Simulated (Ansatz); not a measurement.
# C₃H₉BO: up Jacob's ladder to CCSD(T)

Aim: compute C₃H₉BO with functionals from several rungs and with coupled cluster, and see how far each lands from CCSD(T) at the basis-set limit for the atomisation energy.

Computed with Ansatz 0.2.0, Gaussian basis. Level: functionals in def2-TZVPP, the program's frozen cores in correlated methods.

Levels to be run: PBE-D4, r2SCAN-D4, PBE0-D4, B3LYP-D4, ωB97X-V, ωB97M-V, B2PLYP; CCSD(T)/def2-TZVPP; MP2/def2-QZVPP; extrapolation to the limit.

### Step 1. The geometry

The geometry comes from an earlier relaxation with PBE0-D4 in a triple-zeta def2 set; it is a stationary point, not always the lowest conformer.

14 atoms, charge 0, spin multiplicity 1.

Atoms are counted from 1 here; the program's logs count them from 0.

Bond lengths: B1–C2 1.553 Å, B1–H6 1.198 Å, B1–H7 1.198 Å, C2–C3 1.515 Å, C2–H8 1.096 Å, C2–H9 1.105 Å, C3–C4 1.516 Å, C3–O5 1.423 Å, C3–H10 1.101 Å, C4–H11 1.093 Å, C4–H12 1.093 Å, C4–H13 1.094 Å, O5–H14 0.961 Å. Angles: C2–B1–H6 120.8°, C2–B1–H7 120.4°, H6–B1–H7 118.6°, B1–C2–C3 115.2°, B1–C2–H8 112.6°, B1–C2–H9 103.8°, C3–C2–H8 110.2°, C3–C2–H9 109.4°, H8–C2–H9 104.9°, C2–C3–C4 113.5°, C2–C3–O5 105.3°, C2–C3–H10 108.3°, C4–C3–O5 111.1°, C4–C3–H10 109.2°, O5–C3–H10 109.3°, C3–C4–H11 110.2°, C3–C4–H12 110.9°, C3–C4–H13 111.2° and more.

### Step 2. PBE-D4 (GGA)

in.yaml

```yaml
crystal:
  periodic: [false, false, false]
  atoms:
    - {symbol: B, position_ang: [-0.989415, 1.947608, 0.099146]}
    - {symbol: C, position_ang: [-0.655818, 0.498244, 0.547891]}
    - {symbol: C, position_ang: [0.434903, -0.188313, -0.249130]}
    - {symbol: C, position_ang: [0.780666, -1.571488, 0.265737]}
    - {symbol: O, position_ang: [-0.054810, -0.247357, -1.583445]}
    - {symbol: H, position_ang: [-2.044721, 2.446194, 0.369643]}
    - {symbol: H, position_ang: [-0.164135, 2.616819, -0.455043]}
    - {symbol: H, position_ang: [-1.544158, -0.141672, 0.601382]}
    - {symbol: H, position_ang: [-0.326455, 0.615286, 1.595726]}
    - {symbol: H, position_ang: [1.335638, 0.443869, -0.219315]}
    - {symbol: H, position_ang: [-0.104880, -2.211760, 0.253894]}
    - {symbol: H, position_ang: [1.160949, -1.522819, 1.289232]}
    - {symbol: H, position_ang: [1.551916, -2.042041, -0.351891]}
    - {symbol: H, position_ang: [0.607422, -0.671670, -2.134926]}
basis:
  gaussian: {orbitals: def2-TZVPP}
hamiltonian: {xc: pbe, dispersion: d4}
output: {forces: true, orbitals: {seedname: orbitals}}
```

The run is started by

```
ansatz run in.yaml --threads 4 --pin off --events-out ev --progress --plain --max-ram 10444MiB
```

Further steps of the session: r2SCAN-D4 (meta-GGA); PBE0-D4 (hybrid); B3LYP-D4 (hybrid); ωB97X-V (range-separated); ωB97M-V (range-separated); B2PLYP (double hybrid); CCSD(T) in def2-TZVPP; MP2 in def2-QZVPP.

**Question.** What will the summary of the whole plan be? Wanted: atomisation energy, CCSD(T)/CBS; farthest; mean size of error, hybrid; mean size of error, range-separated; gap, smallest and largest; T1 diagnostic; triples share of the correlation energy.

**Answer**, as computed:

| quantity | value |
| --- | --- |
| atomisation energy, CCSD(T)/CBS | 5343.4 kJ/mol |
| functionals within 26.7 kJ/mol (0.5 %) | r2SCAN-D4, B3LYP-D4, ωB97X-V, ωB97M-V |
| farthest | PBE-D4 (+97.6 kJ/mol) |
| mean size of error, hybrid | 20.4 kJ/mol |
| mean size of error, range-separated | 19.2 kJ/mol |
| gap, smallest and largest | 4.11 eV (PBE-D4), 11.50 eV (ωB97X-V) |
| T1 diagnostic | 0.0099 |
| triples share of the correlation energy | 3.6 % |

What this shows: PBE-D4 is off by +97.6 kJ/mol. Double hybrids carry the basis error of their MP2 part in triple zeta, and no dispersion term here, so their miss is partly the set-up's. The reference freezes the cores and leaves out relativity and excitations past (T), so misses under about 26.7 kJ/mol can't be ranked. Hartree-Fock recovers 75 % of the binding; the rest is correlation. The gap grows from 4.1 to 11.5 eV across the functionals, mostly with the share of exact exchange.
